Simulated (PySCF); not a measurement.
# [Nd(SH)4]−: forces at shaken geometries

Aim: move all atoms of relaxed [Nd(SH)4]− at random and read energies and forces. The structure is generated, not taken from experiment.

Computed with PySCF 2.14.0. Level: r2SCAN, Nd lcecp-1-SVP with ECP49, S def2-SVP, H def2-SVP; scalar-relativistic core potentials, no spin–orbit coupling.

4 further runs of the same task are left out: 2 for a known fault of the program, 1 that didn't finish, 1 set aside as unsound or not needed.

## (1) The system as given

9 atoms, charge -1, spin multiplicity 1.

Bond lengths: Nd1–S2 2.726 Å, Nd1–S4 2.726 Å, Nd1–S6 2.726 Å, Nd1–S8 2.726 Å, S2–H3 1.356 Å, S4–H5 1.356 Å, S6–H7 1.356 Å, S8–H9 1.356 Å. Angles: S2–Nd1–S4 112.6°, S2–Nd1–S6 107.9°, S2–Nd1–S8 107.9°, S4–Nd1–S6 107.9°, S4–Nd1–S8 107.9°, S6–Nd1–S8 112.6°, Nd1–S2–H3 86.3°, Nd1–S4–H5 86.3°, Nd1–S6–H7 86.3°, Nd1–S8–H9 86.3°.

Coordinates:

| atom | x (Å) | y (Å) | z (Å) |
| --- | --- | --- | --- |
| Nd1 | 0.00000 | 0.00000 | -0.00001 |
| S2 | 1.69769 | 1.50315 | 1.51245 |
| H3 | 2.69232 | 0.99220 | 0.74510 |
| S4 | -1.69769 | -1.50315 | 1.51245 |
| H5 | -2.69232 | -0.99220 | 0.74510 |
| S6 | 1.50309 | -1.69776 | -1.51240 |
| H7 | 0.99169 | -2.69229 | -0.74514 |
| S8 | -1.50309 | 1.69776 | -1.51240 |
| H9 | -0.99169 | 2.69229 | -0.74514 |

Formal oxidation states: Nd +3. Each metal's 3 4f electrons lie in its core potential, so multiplicities, spins and levels count the valence alone. An earlier session relaxed this geometry at r2SCAN, Nd lcecp-1-SVP with ECP49, S def2-SVP, H def2-SVP (singlet, point group S4).

Its energy there is -1628.817015 Eh.

## (2) Atoms moved at random, σ = 0.06 Å

Contents of run.py (the lines that set the calculation):

```python
mol = gto.M(atom='''
Nd    -0.00594     0.02219     0.02486
S      1.61316     1.53471     1.47750
H      2.83445     0.99389     0.81560
S     -1.63996    -1.53621     1.51047
H     -2.75203    -0.98034     0.87605
S      1.50741    -1.67319    -1.54444
H      0.97087    -2.66594    -0.89153
S     -1.48886     1.66496    -1.54556
H     -1.03909     2.63993    -0.72295''',
    basis={'Nd': 'lcecp-1-SVP', 'S': 'def2-SVP', 'H': 'def2-SVP'},
    ecp={'Nd': 'lcecp-1-SVP'},
    charge=-1, spin=0)
mf = dft.RKS(mol, xc='R2SCAN')
mf.grids.atom_grid = (50, 194)  # f atoms: unpruned, at least (60, 302)
mf = mf.density_fit()  # fitting sets: Nd AutoAux, S def2-universal-JKFIT, H def2-universal-JKFIT
mf.conv_tol = 1e-08; mf.max_cycle = 55
mf.kernel(dm0)  # dm0: the density of the relaxed state
```

Launch:

```bash
$ OMP_NUM_THREADS=2 python run.py
```

## (3) Atoms moved at random, σ = 0.06 Å

Contents of run.py (the lines that set the calculation):

```python
mol = gto.M(atom='''
Nd     0.00369    -0.10630    -0.05424
S      1.73615     1.53055     1.47240
H      2.76631     0.89039     0.85788
S     -1.76584    -1.46675     1.46462
H     -2.65756    -0.97652     0.78180
S      1.44657    -1.72106    -1.52447
H      1.00595    -2.63063    -0.72255
S     -1.49250     1.71951    -1.54174
H     -1.04278     2.76081    -0.73370''',
    basis={'Nd': 'lcecp-1-SVP', 'S': 'def2-SVP', 'H': 'def2-SVP'},
    ecp={'Nd': 'lcecp-1-SVP'},
    charge=-1, spin=0)
mf = dft.RKS(mol, xc='R2SCAN')
mf.grids.atom_grid = (50, 194)  # f atoms: unpruned, at least (60, 302)
mf = mf.density_fit()  # fitting sets: Nd AutoAux, S def2-universal-JKFIT, H def2-universal-JKFIT
mf.conv_tol = 1e-08; mf.max_cycle = 55
mf.kernel(dm0)  # dm0: the density of the relaxed state
```

## (4) Atoms moved at random, σ = 0.15 Å

Contents of run.py (the lines that set the calculation):

```python
mol = gto.M(atom='''
Nd    -0.08230    -0.12476    -0.09344
S      1.68666     1.42370     1.31488
H      2.78216     1.12172     0.60554
S     -1.35726    -1.68970     1.67748
H     -2.74219    -0.89804     0.87679
S      1.62487    -1.58581    -1.44851
H      0.74020    -2.61184    -0.76945
S     -1.45009     1.79241    -1.40790
H     -1.20205     2.57233    -0.75539''',
    basis={'Nd': 'lcecp-1-SVP', 'S': 'def2-SVP', 'H': 'def2-SVP'},
    ecp={'Nd': 'lcecp-1-SVP'},
    charge=-1, spin=0)
mf = dft.RKS(mol, xc='R2SCAN')
mf.grids.atom_grid = (50, 194)  # f atoms: unpruned, at least (60, 302)
mf = mf.density_fit()  # fitting sets: Nd AutoAux, S def2-universal-JKFIT, H def2-universal-JKFIT
mf.conv_tol = 1e-08; mf.max_cycle = 55
mf.kernel(dm0)  # dm0: the density of the relaxed state
```

Q: Predict the outcome of this session. Wanted: for each run, σ; energy rise; harmonic estimate −½ F·u; largest force component.

**Answer**, as computed:

| σ (Å) | energy rise (eV) | harmonic estimate −½ F·u (eV) | largest force component (eV/Å) |
| --- | --- | --- | --- |
| 0.06 | 0.297 | 0.298 | 2.43 |
| 0.06 | 0.476 | 0.509 | 3.43 |
| 0.15 | 3.788 | 4.005 | 13.90 |

Every displacement raises the energy. For a harmonic well the rise equals −½ F·u; the two differ by at most 7 % here (a move with σ = 0.06 Å), from anharmonicity, the grid and the small forces left at the relaxed point. These are double-zeta-type bases without diffuse functions. Spin–orbit coupling is left out.
